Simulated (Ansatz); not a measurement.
# MgRe: the cost of one run

Computed with Ansatz 0.2.0 (DFT PBE, scalar-relativistic, plane waves, PAW, unless a step names another level, unless a step's input says otherwise).

## (1) Starting point

It takes space group Fd-3m (No. 227, cubic). The conventional cell has a = 6.295 Å, b = 6.295 Å, c = 6.295 Å, α = 90.00°, β = 90.00°, γ = 90.00°. Mg (site symmetry -43m) has 4 Mg at 2.73 Å and 4 Re at 2.73 Å as nearest neighbours. Re (site symmetry -43m) is surrounded by 4 Mg at 2.73 Å and 4 Re at 2.73 Å.

Structure file:

```xyz
4
Lattice="0.0000 3.1476 3.1476 3.1476 0.0000 3.1476 3.1476 3.1476 0.0000" Properties=species:S:1:pos:R:3 pbc="T T T"
Mg    1.5738    1.5738    1.5738
Mg    0.0000    0.0000    0.0000
Re    3.1476    3.1476    3.1476
Re    4.7215    4.7215    4.7215
```

It came out lowest among 14 distinct ends of the trial cells. At a tolerance of 0.05 Å it has space group Fd-3m (No. 227).

## (2) Tight relaxation for the response runs, on the response runs' mesh and smearing

input.yaml

```yaml
crystal:
  lattice:
    - [0.0, 3.1476433915, 3.1476433915]
    - [3.1476433915, 0.0, 3.1476433915]
    - [3.1476433915, 3.1476433915, 0.0]
  atoms:
    - { symbol: Mg, position: [0.25, 0.25, 0.25] }
    - { symbol: Mg, position: [0.0, 0.0, 0.0] }
    - { symbol: Re, position: [0.5, 0.5, 0.5] }
    - { symbol: Re, position: [0.75, 0.75, 0.75] }
basis:
  ecutwfc: 420
kpoints:
  mp_grid: { grid: [10, 10, 10] }
hamiltonian:
  xc: pbe
scf:
  occupations: { method: gaussian, width: 0.1 }
output:
  forces: true
  stress: true
  eigenvalues: true
relax:
  adjacent_minimum: "off"
  f_tol: 0.001
  max_steps: 60
  cell: { stress_tol: 0.01 }
```

On the command line:

```sh
ansatz run input.yaml --threads 3 --pin off --max-ram 7680MiB --backend cpu --events-out ev --progress --plain --runs-dir out
```

Q: Estimate wall time and peak memory on 3 threads of Intel Xeon at 2.50GHz (Skylake/Cascade Lake), shared host.

About 18 s, with a peak of 0.42 GiB.
